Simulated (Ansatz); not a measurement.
# ZrCl4 (zirconium tetrachloride) at HF/STO-3G

What is the vertical singlet–triplet gap of ZrCl4 (zirconium tetrachloride) at HF/STO-3G? 

The calculation is run with Ansatz 0.2.0.

2 further runs of the same task are left out: 2 set aside as unsound or not needed.

## Step 1: The molecule

ZrCl4: 5 atoms, total charge 0, spin state singlet. SMILES: `Cl[Zr](Cl)(Cl)Cl`. The coordinates come from a PBE0-D4/def2-TZVP relaxation.

Bond lengths: Cl1–Zr2 2.316 Å, Zr2–Cl3 2.316 Å, Zr2–Cl4 2.316 Å, Zr2–Cl5 2.316 Å. Angles: Cl1–Zr2–Cl3 109.5°, Cl1–Zr2–Cl4 109.5°, Cl1–Zr2–Cl5 109.5°, Cl3–Zr2–Cl4 109.5°, Cl3–Zr2–Cl5 109.5°, Cl4–Zr2–Cl5 109.5°.

## Step 2: The energy at HF/STO-3G

Input file in.yaml:

```yaml
crystal:
  periodic: [false, false, false]
  atoms:
    - {symbol: Cl, position_ang: [-0.109970, -0.230800, 2.301810]}
    - {symbol: Zr, position_ang: [0.000020, 0.000000, -0.000020]}
    - {symbol: Cl, position_ang: [1.545400, -1.499220, -0.853260]}
    - {symbol: Cl, position_ang: [-2.081750, -0.430080, -0.919260]}
    - {symbol: Cl, position_ang: [0.646280, 2.160110, -0.529270]}
basis:
  gaussian:
    orbitals: STO-3G
hamiltonian:
  xc: hf
accuracy: high
output: {orbitals: {seedname: orbitals}}
```

Command:

```bash
ansatz run in.yaml --threads 1 --pin off --max-ram 3480MiB --events-out events.jsonl --progress --plain --runs-dir runs
```

What it wrote:

```text
Warning: RAYON_NUM_THREADS=1 ignored (pool sized by the plan → 1); use --threads N
Functional definition: HF
  name "HF"
  exchange = exact_x
  correlation = 0
1272 factors; integrals over basis functions are off by at most 5.9e-9 eV
mean field evaluation 1: about -144814.4463 eV, gradient 3.4e1 eV
mean field evaluation 2: about -144814.4844 eV, gradient 3.4e1 eV
mean field evaluation 4: about -144819.7828 eV, gradient 9.7e-1 eV
mean field evaluation 8: about -144819.7876 eV, gradient 2.0e-6 eV
mean field -144819.78758577 eV, -5322.0290313995 hartree, gradient 2.7e-8 eV, S^2 0.000000; 0 other end points of the search recorded, 0 dependent functions left out
reference -144819.78758577 eV, -5322.0290313995 hartree; 54, 54 occupied and 9, 9 virtual orbitals, 1272 factors
Total energy: -144819.78758577 eV, -5322.0290313995 hartree
```

Run time: 1.4 s. Hardware: 1 thread of Intel Xeon 6975P-C (Granite Rapids), shared host; peak memory 0.21 GiB.

## Step 3: The triplet

Input file in.yaml:

```yaml
crystal:
  periodic: [false, false, false]
  atoms:
    - symbol: Cl
      position_ang: [-0.109970, -0.230800, 2.301810]
    - symbol: Zr
      position_ang: [0.000020, 0.000000, -0.000020]
    - symbol: Cl
      position_ang: [1.545400, -1.499220, -0.853260]
    - symbol: Cl
      position_ang: [-2.081750, -0.430080, -0.919260]
    - symbol: Cl
      position_ang: [0.646280, 2.160110, -0.529270]
basis:
  gaussian:
    orbitals: STO-3G
magnetization:
  spin_polarized: true
  initial_magnetization: 2
hamiltonian:
  xc: hf
accuracy: high
output:
  orbitals: {seedname: orbitals}
```

Command:

```bash
ansatz run in.yaml --threads 1 --pin off --max-ram 3480MiB --events-out events.jsonl --progress --plain --runs-dir runs
```

What it wrote, cut to the lines that bear on the results:

```text
Warning: RAYON_NUM_THREADS=1 ignored (pool sized by the plan → 1); use --threads N
[... 2 set-up lines as earlier in the session ...]
[...]
1272 factors; integrals over basis functions are off by at most 5.9e-9 eV
[...]
mean field -144813.18881599 eV, -5321.7865310829 hartree, gradient 3.9e-8 eV, S^2 2.003174; 9 other end points of the search recorded, 0 dependent functions left out
reference -144813.18881599 eV, -5321.7865310829 hartree; 55, 53 occupied and 8, 10 virtual orbitals, 1272 factors
Total energy: -144813.18881599 eV, -5321.7865310829 hartree
```

It took 29 s on 1 thread of Intel Xeon 6975P-C (Granite Rapids), shared host; peak memory 0.34 GiB.

## Step 4: What came out

Level: HF/STO-3G.

| quantity | value |
| --- | --- |
| singlet: total energy | -5322.02903 Eh |
| singlet: HOMO energy | -11.37 eV |
| singlet: LUMO energy | 3.18 eV |
| singlet: HOMO–LUMO gap | 14.55 eV |
| triplet: total energy | -5321.78653 Eh |
| triplet: HOMO energy (highest over α and β) | -4.81 eV |
| triplet: LUMO energy (lowest over α and β) | -3.27 eV |
| triplet: ⟨S²⟩ | 2.003 |
| vertical energy of the triplet above the singlet | 6.599 eV |

At this shape the triplet lies 6.60 eV (637 kJ/mol) above the singlet. In a minimal basis such a difference can be off by several eV, whatever the method. Relativity is left out (singlet) although the molecule holds a heavy atom. Relativity is left out (triplet) although the molecule holds a heavy atom.
